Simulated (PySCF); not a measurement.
# F³⁺ (triplet): the SCF solver's settings

Do solver options change the result for F³⁺ (triplet), or only the number of cycles?

Method: each script names its method and basis; program: PySCF 2.14.0.

2 further runs of the same task are left out: 2 that didn't finish.

### Step 1. The atom

F³⁺ (triplet): 1 atom, charge 3, spin multiplicity 3.

### Step 2. The base run

File input.py:

```python
from pyscf import gto, scf
from pyscf.prop.polarizability import uhf as pol

mol = gto.M(
    atom='F 0 0 0',
    basis='x2c-svpall',
    charge=3,
    spin=2,
    verbose=4,
)
mf = scf.UHF(mol)
mf = mf.sfx2c1e()
mf = mf.density_fit(auxbasis='def2-universal-jkfit')
mf.kernel()
print('polarizability (a.u.)')
print(pol.Polarizability(mf).polarizability().round(4))
mf.dip_moment()
print('orbital energies (hartree):', [e[max(0, n-3):n+3].round(4) for e, n in zip(mf.mo_energy, mol.nelec)])
```

Run with:

```bash
$ python input.py
```

The log of this run is left out.

In short: E(SCF) = -95.267030 Eh, 7 cycles, ⟨S²⟩ = 2.003, α(xx, yy, zz) = 1.0, 0.9, 0.9 bohr³.

The triplet is typed in the script; nothing here shows that it is the ground state.

### Step 3. Damping 0.5

Edit 1 changes damping: none → 0.5.

File input.py:

```python
from pyscf import gto, scf
from pyscf.prop.polarizability import uhf as pol

mol = gto.M(
    atom='F 0 0 0',
    basis='x2c-svpall',
    charge=3,
    spin=2,
    verbose=4,
)
mf = scf.UHF(mol)
mf = mf.sfx2c1e()
mf = mf.density_fit(auxbasis='def2-universal-jkfit')
mf.damp = 0.5
mf.diis_start_cycle = 8
mf.kernel()
print('polarizability (a.u.)')
print(pol.Polarizability(mf).polarizability().round(4))
mf.dip_moment()
print('orbital energies (hartree):', [e[max(0, n-3):n+3].round(4) for e, n in zip(mf.mo_energy, mol.nelec)])
```

Run with:

```bash
$ python input.py
```

### Step 4. Convergence threshold 1e-16 hartree

Edit 2 changes convergence threshold: default → 1e-16 hartree.

Edit input.py of step 2 so:

```diff
@@ -13,2 +13,3 @@
 mf = mf.density_fit(auxbasis='def2-universal-jkfit')
+mf.conv_tol = 1e-16
 mf.kernel()
```

### Step 5. Convergence threshold 1e-13 hartree

Edit 3 changes convergence threshold: default → 1e-13 hartree.

Edit input.py of step 2 so:

```diff
@@ -13,2 +13,3 @@
 mf = mf.density_fit(auxbasis='def2-universal-jkfit')
+mf.conv_tol = 1e-13
 mf.kernel()
```

Before running it: what results should come out? Wanted: for each run, E(SCF); from base; gap, α spin.

As calculated:

```
                                run  E(SCF) (hartree)  from base (eV)  cycles  gap, α spin (eV)
                               base        -95.267030               0       7             27.22
                        damping 0.5        -95.267030          0.0000      11             27.22
convergence threshold 1e-16 hartree        -95.267030          0.0000      18             27.22
convergence threshold 1e-13 hartree        -95.267030          0.0000       8             27.22
```

Distance from each run's final energy (log10 hartree) by cycle:

```
                                run  cycle 1  cycle 2  cycle 3  cycle 5  cycle 8  cycle 12
                               base     -0.3     -2.3     -3.7     -8.7     done      done
                        damping 0.5     -0.3     -0.9     -1.5     -2.6     -5.0      done
convergence threshold 1e-16 hartree     -0.3     -2.3     -3.7     -8.7    < -11     < -11
convergence threshold 1e-13 hartree     -0.3     -2.3     -3.7     -8.7    < -11      done
```

With damping 0.5 or convergence threshold 1e-16 hartree or convergence threshold 1e-13 hartree the SCF ends at the base energy. The base needs 7 cycles and the run with damping 0.5 needs 11.
